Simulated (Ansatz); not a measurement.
# CoHO (triplet): wave-function methods side by side, def2-QZVPP

The task here is to estimate one member of a computed series from the others.

Method: def2-QZVPP, core rule «outside noble gas», up to 10 orbitals frozen; program: Ansatz 0.2.0, Gaussian basis.

Plan: UHF; ROHF; CCSD(T) on UHF.

2 further runs of the same task are left out: 2 set aside as unsound or not needed.

**The geometry**

The geometry is a PBE0/def2-TZVP stationary point (not a proven minimum) of the parent state, kept for this charge and spin.

3 atoms, charge 0, spin multiplicity 3.

Atoms are counted from 1 here; the program's logs count them from 0.

Bond lengths: Co1–O2 1.717 Å, O2–H3 0.966 Å. Angles: Co1–O2–H3 111.2°.

The first run:

in.yaml reads:

```yaml
crystal:
  periodic: [false, false, false]
  atoms:
    - {symbol: Co, position_ang: [0.000000, 0.016178, 0.389046]}
    - {symbol: O, position_ang: [0.000000, -0.107788, -1.323644]}
    - {symbol: H, position_ang: [0.000000, 0.765063, -1.736447]}
basis:
  gaussian: {orbitals: "def2-QZVPP.json"}
magnetization: {spin_polarized: true, initial_magnetization: 2}
hamiltonian: {xc: hf}
output: {orbitals: {seedname: orbitals}}
```

Started as:

```
$ ansatz run in.yaml --threads 1 --pin off --events-out ev --progress --plain --max-ram 4096MiB --backend cpu
```

Steps of the session up to this table: UHF; ROHF; CCSD(T) on UHF.

One table of the session follows, with a row left open; its other results are not shown here.

| method | from UCCSD(T) (meV) |
| --- | --- |
| ROHF | +17541.2 |
| UHF | ? |
| UMP2 | +859.3 |
| UCCSD | +626.4 |
| UCCSD(T) | 0 |

Q: Estimate the row for UHF from the others.

As computed: from UCCSD(T) (meV): +15429.0. In the column «from UCCSD(T) (meV)» it lies between UMP2 (+859.3) and ROHF (+17541.2).

The program flags UCCSD(T) as in doubt (see the logs), so the zero of the table is itself unsure.

Caveats from the session: The determinant is far from a pure spin state, so its energy mixes those of several spin states (harmless only where they are near-degenerate, as at dissociation). The program flags UCCSD(T) as in doubt, so the zero of the table is itself unsure.
